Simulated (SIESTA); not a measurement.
TiAs:

```
As Ti
1.0
     3.65000    0.00000    0.00000
    -1.82500    3.16099    0.00000
     0.00000    0.00000   12.30000
As Ti
4 4
Direct
  0.66667 0.33333 0.25000
  0.33333 0.66667 0.75000
  0.00000 0.00000 0.50000
  0.00000 0.00000 0.00000
  0.66667 0.33333 0.87500
  0.33333 0.66667 0.37500
  0.66667 0.33333 0.62500
  0.33333 0.66667 0.12500
```

* Program: SIESTA 5.4.2
* Task: single point
* Functional: PBEsol
* Potentials or basis: PseudoDojo 0.4 standard (PBEsol files)
* Basis: DZP (energy shift 0.003 Ry; two zetas on semicore shells)
* Grid cutoff: 800 Ry
* Energy shift: 0.003 Ry
* k mesh: 8 × 8 × 3
* Occupations: fermi-dirac, width 0.05 eV
* Spin: no spin polarisation

On this cell: pressure -4.5 GPa; largest force 0.934 eV/Å; band gap on the k mesh none (metal or under the smearing width).

The same run follows on a disturbed copy (atoms moved at random, drawn with an rms of 0.05 Å):

```
As Ti
1.0
     3.65000    0.00000    0.00000
    -1.82500    3.16099    0.00000
     0.00000    0.00000   12.30000
As Ti
4 4
Cartesian
  1.8181 1.0366 3.0937
  -0.0153 2.1124 9.2277
  -0.0284 0.0355 6.1604
  -0.0464 -0.0072 -0.0158
  1.8422 1.0485 10.7408
  0.0001 2.0885 4.6349
  1.8753 1.0369 7.6953
  -0.0025 2.1095 1.4904
```

Question: What does the disturbed cell give?

Answer: The energy (extrapolated to zero smearing) moves by +4.2 meV/atom; pressure -4.4 GPa; largest force 1.210 eV/Å; band gap on the k mesh none (metal or under the smearing width).

Forces on the atoms (eV/Å):
```
As   0.005  0.083 -0.295
As   0.323 -0.086 -0.075
As   0.490 -0.517  0.039
As   0.494  0.048 -0.070
Ti  -0.347  0.020  1.126
Ti  -0.166  0.260  0.738
Ti  -0.579  0.311 -1.016
Ti  -0.220 -0.120 -0.445
```

Stress tensor (GPa, compression positive):
```
-4.37  0.19 -0.05
 0.19 -4.08 -0.01
-0.05 -0.01 -4.65
```

Caveats: the basis of atomic orbitals isn't converged, which shifts pressures, moduli and gaps.
